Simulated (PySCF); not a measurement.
# F10Li10 (2x2x5 LiF rock-salt block): the cost of one run

Programs: PySCF 2.14.0, with routines of our own; each step states its level. All values are computed. Atoms count from 0.

### 1 The starting structure

20 atoms, charge 0, multiplicity 1; geometry from: GFN2-xTB.

### 2 Electronic excitations: TDA wB97X-D/6-31G*

Job settings and geometry (Å):

```
{"job": {"kind": "uv", "basis": "6-31G*", "grid": 1, "kgrid": 0, "vcut": 1.5, "nstates": 5, "ntriplets": 2, "tda": true, "delta": ["ip_vertical"], "pop": false, "xc": "wB97X-D"}, "charge": 0, "multiplicity": 1}
Li    -0.846417    -0.844836    -3.160970
F     -1.395237    -1.395696    -1.640438
Li    -1.239699    -1.237739    -0.000662
F     -1.397946    -1.399298     1.639156
Li    -0.844450    -0.843822     3.161688
F     -0.951462     0.950325    -3.265187
Li    -1.251627     1.255249    -1.636079
F     -1.430242     1.430573    -0.000420
Li    -1.251138     1.254727     1.634599
F     -0.951020     0.951232     3.264356
F      0.950707    -0.950425    -3.265766
Li     1.252877    -1.252836    -1.636843
F      1.431018    -1.426910    -0.000355
Li     1.251612    -1.252022     1.635103
F      0.949031    -0.950289     3.264532
Li     0.845550     0.844770    -3.160528
F      1.394561     1.395269    -1.638421
Li     1.239691     1.233862     0.001445
F      1.396629     1.397940     1.641330
Li     0.844473     0.846333     3.161638
```

Method: TDA wB97X-D/6-31G*, vertical, gas phase, core orbitals frozen in the response, virtual orbitals cut by energy.

Started as:

```sh
OMP_NUM_THREADS=1 python large_run.py task.json out
```

This one command runs all jobs of the session in turn.

Q: Estimate the wall time and peak memory of this first job on 1 thread of Arm Neoverse V1, shared host.

About 2.5 min, with a peak of 0.66 GiB.
